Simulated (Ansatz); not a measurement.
**Br (element-swapped structure): how the settings move a single-point run**

Aim: see which settings change the result for Br (element-swapped structure), by how much, and at what cost.

Method: reference: DFT PBE, plane waves, PAW, scalar-relativistic, no spin polarisation, in Ansatz 0.2.0.

## Step 1: The starting structure

The structure is orthorhombic, space group Cmce (No. 64). Conventional cell: a = 6.665 Å, b = 4.785 Å, c = 8.823 Å, α = 90.00°, β = 90.00°, γ = 90.00°. Around Br (site symmetry m) lie 1 Br at 2.16 Å.

Coordinates:

```
Br
1.0
    -3.33250    0.00000    2.39256
     0.00000   -8.82258    0.00000
     3.33250    0.00000    2.39256
Br
4
Direct
  0.13000 0.90000 0.13000
  0.63000 0.60000 0.63000
  0.87000 0.10000 0.87000
  0.37000 0.40000 0.37000
```

## Step 2: Reference

Input file input.yaml:

```yaml
crystal:
  lattice:
    - [-3.332499, 0.0, 2.392563]
    - [0.0, -8.822577, 0.0]
    - [3.332499, 0.0, 2.392563]
  atoms:
    - { symbol: Br, position: [0.13, 0.9, 0.13] }
    - { symbol: Br, position: [0.63, 0.6, 0.63] }
    - { symbol: Br, position: [0.87, 0.1, 0.87] }
    - { symbol: Br, position: [0.37, 0.4, 0.37] }
  symmetry: { tolerance: 0.0003 }
kpoints:
  mp_grid: { grid: [5, 2, 5], shift: [0, 0, 0] }
magnetization:
  spin_polarized: false
scf:
  occupations: { method: fermi_dirac, width: 0.0417 }
hamiltonian:
  pseudopotentials: { kind: paw }
  xc: pbe
basis:
  ecutwfc: 420
output:
  forces: true
  stress: true
  eigenvalues: true
```

The run is started by

```console
ansatz run input.yaml --threads 1 --pin off --max-ram 2560MiB --backend cpu --events-out ev --progress --plain --runs-dir out
```

## Step 3: Changed: mp_grid.grid [2, 1, 2]

Edit input.yaml of step 2 so:

```diff
@@ -12,3 +12,3 @@
 kpoints:
-  mp_grid: { grid: [5, 2, 5], shift: [0, 0, 0] }
+  mp_grid: { grid: [2, 1, 2], shift: [0, 0, 0] }
 magnetization:
```

## Step 4: Changed: mp_grid.shift [0.5, 0.5, 0.5], mixing.algorithm msr1, mixing.beta 0.05, mixing.ndim 8

Edit input.yaml of step 2 so:

```diff
@@ -12,3 +12,3 @@
 kpoints:
-  mp_grid: { grid: [5, 2, 5], shift: [0, 0, 0] }
+  mp_grid: { grid: [5, 2, 5], shift: [0.5, 0.5, 0.5] }
 magnetization:
@@ -17,2 +17,3 @@
   occupations: { method: fermi_dirac, width: 0.0417 }
+  mixing: { algorithm: msr1, beta: 0.05, ndim: 8 }
 hamiltonian:
```

## Step 5: Changing settings: symmetry.detect false, mp_grid.grid [8, 3, 8], xc_grid 3, tolerance left out

Edit input.yaml of step 2 so:

```diff
@@ -10,5 +10,5 @@
     - { symbol: Br, position: [0.37, 0.4, 0.37] }
-  symmetry: { tolerance: 0.0003 }
+  symmetry: { detect: false }
 kpoints:
-  mp_grid: { grid: [5, 2, 5], shift: [0, 0, 0] }
+  mp_grid: { grid: [8, 3, 8], shift: [0, 0, 0] }
 magnetization:
@@ -22,2 +22,3 @@
   ecutwfc: 420
+  xc_grid: 3
 output:
@@ -26 +27,5 @@
   eigenvalues: true
+  write_density: true
+  write_potential: true
+  elf: true
+  volumetric_format: npy
```

## Step 6: Changing settings: preconditioner resta, lower_state_search light, dr2_threshold 1.0e-06

Edit input.yaml of step 2 so:

```diff
@@ -17,2 +17,5 @@
   occupations: { method: fermi_dirac, width: 0.0417 }
+  mixing: { preconditioner: resta }
+  lower_state_search: light
+  convergence: { dr2_threshold: 1.0e-06 }
 hamiltonian:
```

Before running it: what results should come out? Wanted: for each run, ending; energy change; pressure; gap; force.

As calculated:

```csv
run,ending,energy change,pressure (GPa),gap (eV),force (eV/Å),cycles,time
reference,converged,0,5.6,2.42,3.22,6,1.4 s
"1: mp_grid.grid [2, 1, 2]",converged,-6.7 meV/atom,5.5,2.42,3.18,7,0.57 s
"2: mp_grid.shift [0.5, 0.5, 0.5], mixing.algorithm msr1, mixing.beta 0.05, mixing.ndim 8",converged,0.0 meV/atom,5.6,2.53,3.23,10,0.99 s
"3: symmetry.detect false, mp_grid.grid [8, 3, 8], xc_grid 3, tolerance left out",converged,0.0 meV/atom,5.6,2.41,3.22,6,14 s
"4: preconditioner resta, lower_state_search light, dr2_threshold 1.0e-06",converged,0.0 meV/atom,5.6,2.42,3.22,6,1.4 s
```

Times don't compare one to one where runs were asked for different outputs or read a saved state (see the inputs); cycles may leave out searches for a lower state.

Residual by cycle in the longest SCF loop of each run; runs are numbered as in the table. The quantity is the density residual dr2, in eV.

```csv
cycle,reference,run 1,run 2,run 3,run 4
1,8.6e-4,0.00205,8.6e-4,8.9e-4,8.6e-4
2,2.2e-4,7.8e-4,6.4e-4,2.2e-4,2.2e-4
3,2.4e-5,1.1e-4,3.8e-4,2.7e-5,2.5e-5
4,2.2e-6,1.9e-5,1.6e-4,2.0e-6,1.9e-6
5,4.8e-8,4.3e-6,3.0e-5,4.2e-8,3.9e-8
6,1.1e-8,6.9e-7,1.5e-5,6.1e-9,6.4e-9
7,-,1.6e-8,1.1e-5,-,-
8,-,-,6.7e-6,-,-
9,-,-,1.9e-7,-,-
10,-,-,7.6e-10,-,-
```

Of the converged runs whose energies compare with the reference's, «mp_grid.grid [2, 1, 2]» moves the energy most (-6.7 meV/atom).

The reference is no final answer either: the cell is far from equilibrium (6 GPa, forces up to 3.2 eV/Å), so its values aren't those of the relaxed material; the structure is made up and not relaxed.

The gaps are Kohn-Sham values of a semilocal functional, not quasiparticle or optical gaps. Such gaps usually fall short of the measured ones.
